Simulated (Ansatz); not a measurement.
KRh:

```
CELL_PARAMETERS angstrom
3.92662 0.00000 0.00000
0.00000 3.92662 0.00000
0.00000 0.00000 3.92662
ATOMIC_POSITIONS crystal
K 0.00000 0.00000 0.00000
Rh 0.50000 0.50000 0.50000
```

The cell was built by a generator and needn't be a form met in nature.

* Program: Ansatz 0.2.0
* Task: single point
* Functional: PBE
* Potentials or basis: all-electron LAPW, scalar-relativistic
* Cutoff: 140 eV (chosen from the basis error)
* Basis error allowed: 0.001 eV/atom
* k mesh: 7 × 7 × 7
* Occupations: fermi-dirac, width 0.05 eV
* Spin: no spin polarisation

On this cell: pressure -3.4 GPa; largest force zero by symmetry; band gap on the k mesh none (metal or under the smearing width).

The same run follows on a disturbed copy (atoms moved at random, drawn with an rms of 0.05 Å):

```
K Rh
1.0
     3.92662    0.00000    0.00000
     0.00000    3.92662    0.00000
     0.00000    0.00000    3.92662
K Rh
1 1
Direct
  0.00699 0.98916 0.99676
  0.49954 0.49291 0.51281
```

What does the disturbed cell give?

The energy (extrapolated to zero smearing) moves by +1.6 meV/atom; pressure -3.4 GPa; largest force 0.086 eV/Å; band gap on the k mesh none (metal or under the smearing width).

Forces in eV/Å, atoms in the order of the input:
```
K   -0.036  0.018  0.076
Rh   0.036 -0.018 -0.076
```
